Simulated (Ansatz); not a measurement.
Runs of Ansatz 0.2.0 on Sr2SO. It takes space group P4/mmm (No. 123, tetragonal). The conventional cell has a = 4.043 Å, b = 4.043 Å, c = 5.718 Å, α = 90.00°, β = 90.00°, γ = 90.00°. Around Sr (site symmetry 4/mmm) lie 2 O at 2.86 Å and 4 S at 2.86 Å. Around Sr (site symmetry 4/mmm) lie 2 S at 2.86 Å and 4 O at 2.86 Å. S (site symmetry 4/mmm) has 6 Sr at 2.86 Å as nearest neighbours. Around O (site symmetry 4/mmm) lie 6 Sr at 2.86 Å. The cell comes from a database or a generator and needn't be the stable form of this composition.

| share of exact exchange | gap on the mesh (eV) | pressure (GPa) |
| --- | --- | --- |
| 0.5 | (b) | -2.1 |
| 0.25 | (a) | -1.2 |
| 0.3 | 3.70 | -1.4 |
| 0.4 | 4.22 | (c) |

Alike in all rows: task single point; level HSE06 form with a typed share of exact exchange; potentials or basis Ansatz PAW; no spin polarisation; cell as given; k mesh 4 × 4 × 3; cutoff (eV) 420; smearing fermi-dirac 0.05 eV.

Problem. Fill in the values left out.

Solution. (a) 3.44; (b) 4.75; (c) -1.7.

Caveats: odd divisions of the mesh miss points on the zone boundary, where band edges often lie, so the gap on the mesh can be too wide; the PAW data sets come from PBE, with cores solved anew for the run's functional, which leaves a small shift of forces and pressure; the thresholds are loose for stress.

A k mesh can miss the band edges, and the runs leave out spin-orbit coupling on Sr.
